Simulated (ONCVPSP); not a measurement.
**An ONCV potential for Mo, from input to tests**

Aim: build the potential from the settings below, then test how well it stands in for the atom: other configurations, scattering, ghost states and the plane-wave cutoff that it needs.

The numbers are computed with ONCVPSP 4.0.1 (PBEsol, scalar-relativistic, spin-unpolarised reference atom).

**1. The design**

Typed settings, in words:

- element: molybdenum (Mo, Z = 42)
- type: optimised norm-conserving Vanderbilt (ONCV)
- frozen core: [Ar] 3d10
- valence charge: 14
- reference configuration: 4s2 4p6 4d5 5s1
- partial waves: 4s+5s: rc 1.90 bohr, ncon 4, nbas 8, qcut 6.7 1/bohr, 3 projectors, debl 1.7 Ha; 4p: rc 1.50 bohr, ncon 3, nbas 6, qcut 9.1 1/bohr, 2 projectors, debl 3 Ha; 4d: rc 2.45 bohr, ncon 4, nbas 8, qcut 7.2 1/bohr, 2 projectors, debl 3.5 Ha
- local potential: polynomial inside 1.40 bohr (lpopt 1, dvloc0 0 Ha)
- core correction: Teter function, fcfact 3, rcfact 1.05

**2. Generation**

Contents of Mo.dat:

```
# ATOM AND REFERENCE CONFIGURATION
# atsym  z   nc   nv     iexc    psfile
  Mo 42.00    6    4  -116133      upf
#
#   n    l    f
    1    0    2.00
    2    0    2.00
    2    1    6.00
    3    0    2.00
    3    1    6.00
    3    2   10.00
    4    0    2.00
    4    1    6.00
    4    2    5.00
    5    0    1.00
#
# PSEUDOPOTENTIAL AND OPTIMIZATION
# lmax
    2
#
#   l,   rc,      ep,       ncon, nbas, qcut
    0    1.90    0.00    4    8    6.70
    1    1.50    0.00    3    6    9.10
    2    2.45    0.00    4    8    7.20
#
# LOCAL POTENTIAL
# lloc, lpopt,  rc(5),   dvloc0
    4    1    1.40    0.00
#
# VANDERBILT-KLEINMAN-BYLANDER PROJECTORs
# l, nproj, debl
    0    3    1.70
    1    2    3.00
    2    2    3.50
#
# MODEL CORE CHARGE
# icmod, fcfact, rcfact
    3    3.00    1.05
#
# LOG DERIVATIVE ANALYSIS
# epsh1, epsh2, depsh
   -4.00    5.00    0.02
#
# OUTPUT GRID
# rlmax, drl
    6.00    0.01
#
# TEST CONFIGURATIONS
# ncnf
    4
# nvcnf
#   n    l    f
    4
    4    0    2.00
    4    1    6.00
    4    2    5.00
    5    0    0.00
#
    4
    4    0    2.00
    4    1    6.00
    4    2    4.00
    5    0    0.00
#
    4
    4    0    2.00
    4    1    6.00
    4    2    3.00
    5    0    0.00
#
    5
    4    0    2.00
    4    1    6.00
    4    2    4.00
    5    0    1.00
    5    1    1.00
#
```

Launch:

```sh
$ oncvpsp.x < Mo.dat > Mo.out
```

What does the calculation give? Wanted: cutoffs for 1 and 0.1 mHa per electron, occupied waves; bound ghosts; GHOST(+) flags; largest test error; largest phase difference near zero energy, channels read; rms error of d²Exc/dn², without and with the model core.

**Answer**, as computed:

```
                                                quantity                         value
  cutoffs for 1 and 0.1 mHa per electron, occupied waves               26 Ha and 32 Ha
                                            bound ghosts                    none found
                                          GHOST(+) flags                   s at 408 eV
                            largest test error (AE − PS)  +23 meV, for 4s2 4p6 4d3 5s0
largest phase difference near zero energy, channels read                     0.000 rad
 rms error of d²Exc/dn², without and with the model core             3.18 and 1.20 mHa
```

By total energies transferability is good: the largest error is 23 meV on 49.1 eV, for 4s2 4p6 4d3 5s0. By its cutoff, 26 Ha for the looser tolerance, it is of middling hardness. The 4p wave sets it; 4d needs 16 Ha. No bound ghost shows below the valence levels. Near zero energy the phases of the channels with partial waves agree within 0.001 rad. The program also flags highly localised states, GHOST(+) (s).
